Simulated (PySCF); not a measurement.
**NaZn with other numerical set-ups**

Which parts of the numerical set-up matter for NaZn? Each run edits the base script.

Computed with PySCF 2.14.0. Level: each script names its method and basis.

2 further runs of the same task are left out: 2 that didn't finish.

**1. The system as given**

NaZn: 2 atoms, charge 0, spin multiplicity 2.

Bond lengths: Na1–Zn2 2.627 Å.

**2. The base run**

Contents of input.py:

```python
from pyscf import gto, dft
from pyscf.geomopt.geometric_solver import optimize

mol = gto.M(
    atom='Na 0 0 0; Zn 0 0 2.627',
    basis='lanl2dz',
    ecp={'Na': 'lanl2dz', 'Zn': 'lanl2dz'},
    charge=0,
    spin=1,
    verbose=3,
)
mf = dft.UKS(mol, xc='olyp')
mf.kernel()
g = mf.nuc_grad_method()
g.grid_response = True
mol_eq = optimize(g.as_scanner(), maxsteps=30)
print('optimised geometry (angstrom)')
print(mol_eq.tostring('raw'))
print('orbital energies (hartree):', [e[max(0, n-3):n+3].round(4) for e, n in zip(mf.mo_energy, mol.nelec)])
```

Command:

```
OMP_NUM_THREADS=1 python input.py
```

**3. Cartesian functions on**

Variant 1 changes Cartesian functions: off → on.

Edit input.py of step 2 so:

```diff
@@ -9,2 +9,3 @@
     spin=1,
+    cart=True,
     verbose=3,
```

**4. Density fitting def2-universal-jkfit**

Variant 2 changes density fitting: none → def2-universal-jkfit.

Edit input.py of step 2 so:

```diff
@@ -12,2 +12,3 @@
 mf = dft.UKS(mol, xc='olyp')
+mf = mf.density_fit(auxbasis='def2-universal-jkfit')
 mf.kernel()
```

What does the calculation give? Wanted: for each run, E(SCF); from base; after the SCF.

The runs gave:

```
                                 run  E(SCF) (hartree)  from base (eV)  functions            after the SCF
                                base        -66.198616               0         26  bond 3.815 Å, -0.451 eV
              Cartesian functions on        -66.199755         -0.0310        n/a  bond 3.837 Å, -0.440 eV
density fitting def2-universal-jkfit        -66.198640         -0.0007         26  bond 3.815 Å, -0.451 eV
```

SCF columns refer to the geometry typed in the script.

Of the runs whose energies can be compared, “Cartesian functions on” moves the SCF energy most (-0.031 eV).
